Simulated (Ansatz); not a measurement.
Run this with Ansatz's Python interface and show what comes out.

The script, `la3tlc_edit.py`:
```python
import ansatz as az
from ase import Atoms

FUNCTIONAL = "pbesol"
SMEARING_WIDTH = 0.1


def main() -> None:
    atoms = Atoms(
        ["La", "La", "La", "Tl", "C"],
        scaled_positions=[
            (0.5, 0.0, 0.5),
            (0.0, 0.5, 0.5),
            (0.5, 0.5, 0.0),
            (0.0, 0.0, 0.0),
            (0.5, 0.5, 0.5),
        ],
        cell=[
            (5.240773, 0.0, 0.0),
            (0.0, 5.240773, 0.0),
            (0.0, 0.0, 5.240773),
        ],
        pbc=True,
    )
    cell = az.Crystal.from_ase(atoms)

    job = cell.calculation()
    job = job.functional(FUNCTIONAL).kpoints(3)
    job = job.occupations(az.OccupationsMethod.GAUSSIAN, width=SMEARING_WIDTH)
    job = job.band_table()
    typed = job.input()
    rows = []
    for value in [2, 6, 12]:
        edited = typed.set(az.key.scf.n_extra_bands, value)
        summary = az.Session.from_dict(edited).plan().execute().report
        rows.append((value, summary["free_energy_ev"], summary["n_iterations"], len(summary["eigenvalues_ev"][0]) if "eigenvalues_ev" in summary else 0))
    print("   extra bands            F eV      iterations    bands listed")
    for row in rows:
        print(f"{str(row[0]):>14s}  {row[1]:14.5f}  {row[2]:14d}  {row[3]:14d}")
    print(edited.to_yaml())


if __name__ == "__main__":
    main()
```

Output of `python la3tlc_edit.py`:
```text
DeckWarning: basis.ecutwfc = 420 eV, auto-derived from the records' recommended cutoffs: set by La (normal level)
   extra bands            F eV      iterations    bands listed
             2    -30027.61229              10              27
             6    -30027.61229              10              31
            12    -30027.61229               9              37
crystal:
  lattice:
    - [5.240773, 0.0, 0.0]
    - [0.0, 5.240773, 0.0]
    - [0.0, 0.0, 5.240773]
  atoms:
    - { symbol: La, position: [0.5, 0.0, 0.5] }
    - { symbol: La, position: [0.0, 0.5, 0.5] }
    - { symbol: La, position: [0.5, 0.5, 0.0] }
    - { symbol: Tl, position: [0.0, 0.0, 0.0] }
    - { symbol: C, position: [0.5, 0.5, 0.5] }
kpoints:
  mp_grid:
    grid: [3, 3, 3]
hamiltonian:
  xc: pbesol
scf:
  occupations:
    method: gaussian
    width: 0.1
  n_extra_bands: 12
output:
  eigenvalues: true
```
(Warnings from the package without file and line.)

Reading the output:
- These settings explore the input space; cutoff and mesh may be short of convergence.
- The mesh is modest for a metal, so energies can be off by several to tens of meV an atom and pressures by half a GPa or more; differences at equal mesh fare better.
- Spin-orbit coupling, which matters for elements this heavy, is left out.
- The structure comes from a database of computed cells and needn't be a stable or known phase.
- Hardware and time: 6.1 s on 1 thread of Arm Neoverse V1, with other jobs on the host, peak memory 0.44 GiB.

(Lines on the test bed's own set-up are left out of the output.)
